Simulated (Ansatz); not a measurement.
# BH₃SeNF: small, medium and large basis sets

Aim: see how fast density functionals converge with the basis set for BH₃SeNF.

Method: one geometry, several basis sets; program: Ansatz 0.2.0, Gaussian basis.

Plan: PBE0-D4/def2-SVP; ωB97M-V/def2-SVP; PBE0-D4/def2-QZVPP; ωB97M-V/def2-QZVPP; the functionals' def2-TZVPP values are taken from earlier runs.

## Step 1: The geometry

All runs share one geometry, relaxed beforehand with PBE0-D4 in a triple-zeta def2 set.

SMILES `NB(F)[SeH]`, 7 atoms, charge 0, spin multiplicity 1.

Atoms are counted from 1 here; the program's logs count them from 0.

Bond lengths: N1–B2 1.392 Å, N1–H5 1.003 Å, N1–H6 1.006 Å, B2–F3 1.335 Å, B2–Se4 1.968 Å, Se4–H7 1.465 Å. Angles: B2–N1–H5 124.0°, B2–N1–H6 121.4°, H5–N1–H6 114.6°, N1–B2–F3 119.3°, N1–B2–Se4 121.3°, F3–B2–Se4 119.3°, B2–Se4–H7 93.2°.

## Step 2: PBE0-D4 in def2-SVP

The input, in.yaml:

```yaml
crystal:
  periodic: [false, false, false]
  atoms:
    - {symbol: N, position_ang: [-0.555520, 0.680660, 0.839843]}
    - {symbol: B, position_ang: [0.205446, -0.192809, 0.067289]}
    - {symbol: F, position_ang: [1.102402, -0.981814, 0.663935]}
    - {symbol: Se, position_ang: [-0.014719, -0.287876, -1.885554]}
    - {symbol: H, position_ang: [-1.246714, 1.303646, 0.464595]}
    - {symbol: H, position_ang: [-0.444839, 0.729865, 1.838357]}
    - {symbol: H, position_ang: [1.015245, -1.319670, -2.034265]}
basis:
  gaussian: {orbitals: def2-SVP}
hamiltonian: {xc: pbe0, dispersion: d4}
output: {orbitals: {seedname: orbitals}}
```

Launch:

```
ansatz run in.yaml --threads 2 --pin off --events-out ev --progress --plain --max-ram 4352MiB
```

Further steps of the session: ωB97M-V in def2-SVP; PBE0-D4 in def2-QZVPP; ωB97M-V in def2-QZVPP.

**Question.** What will the summary of the whole plan be? Wanted: PBE0-D4: double and triple zeta above quadruple; ωB97M-V: double and triple zeta above quadruple.

The runs gave:

| quantity | value |
| --- | --- |
| PBE0-D4: double and triple zeta above quadruple | 15.49, 1.64 eV |
| ωB97M-V: double and triple zeta above quadruple | 15.54, 1.58 eV |

For PBE0-D4 the step from double to triple zeta gains 13.84 eV and the next only 1.64 eV. Total energies overstate the basis error of differences, where much of it tends to cancel. The LUMO of ωB97M-V is positive and keeps falling with the basis (2.55 to 1.44 eV): an unbound level that the basis holds in place.
